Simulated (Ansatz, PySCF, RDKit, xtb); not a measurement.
**C4H10BClSi: ranking a sample of isomers**

A sample of isomers of C4H10BClSi is drawn. Aim: find which of them has the lowest free energy at 298.15 K, then its properties. The sample is small against all isomers, and the most stable one of this formula need not be in it.

Plan: many cheap relaxations first (GFN2-xTB), then density-functional screening, relaxation at B3LYP-D3(BJ)/def2-SVP, vibrations (at GFN2-xTB) and a final energy. The numbers are computed, not measured.

## (1) Possible bonding patterns

Isomers were taken from a list of plausible structures; this is a sample, not all of them. That gives 4 candidates.

```tsv
label	SMILES	spin
c189	C=CB(Cl)[SiH](C)C	singlet
c314	ClB1CCC[SiH2]C1	singlet
c686	CB([SiH3])/C(C)=C\Cl	singlet
c981	B[SiH2]C/C=C(\C)Cl	singlet
```

Candidates are built by distance geometry, with a force field where one applies, in up to four conformers (letters a to d).

Q: Predict the outcome of this search (final energies at CCSD(T)/def2-SVP + MP2/def2-TZVPP - MP2/def2-SVP).

| quantity | value |
| --- | --- |
| lowest structure found | ClB1CCC[SiH2]C1, singlet |
| next finalist | C=CB(Cl)[SiH](C)C, singlet, 18.3 kcal/mol higher in G |
| share at equilibrium, among the finalists | 100.0 % |
| dipole moment (PBE0/def2-SVPD) | 2.06 D |
| HOMO energy (PBE0/def2-SVPD) | -8.03 eV |
| LUMO energy (PBE0/def2-SVPD) | -0.94 eV |
| HOMO–LUMO gap (PBE0/def2-SVPD) | 7.09 eV |
| lowest excitation (TD-PBE0/def2-SVPD) | 5.52 eV (f = 0.005) |
| strongest of the states computed, same level | 7.38 eV (f = 0.056) |
| lowest triplet excitation, same level, Tamm-Dancoff | 5.16 eV |
| vertical ionisation energy | 9.77 eV |
| vertical electron affinity | -0.60 eV (unbound: the value depends on the basis) |
| vertical triplet less singlet | +5.14 eV |

`ClB1CCC[SiH2]C1` comes out lowest. Among the finalists first place is clear (18.3 kcal/mol); structures outside the list aren't covered. GFN2-xTB, HF/STO-3G, r2SCAN-D4/def2-SVP, B3LYP-D3(BJ)/def2-SVP, HF/def2-SVP and MP2/def2-SVP already put its bonding pattern lowest among the structures in one piece. The search is not exhaustive (a finite list of starts, one conformer a finalist), so a lower isomer can't be ruled out. Only 4 drawn patterns were tried, so whole families of isomers are missing, and the result ranks this sample alone. The lowest isomer need not be the one that is made and kept in a bottle, which depends on barriers.
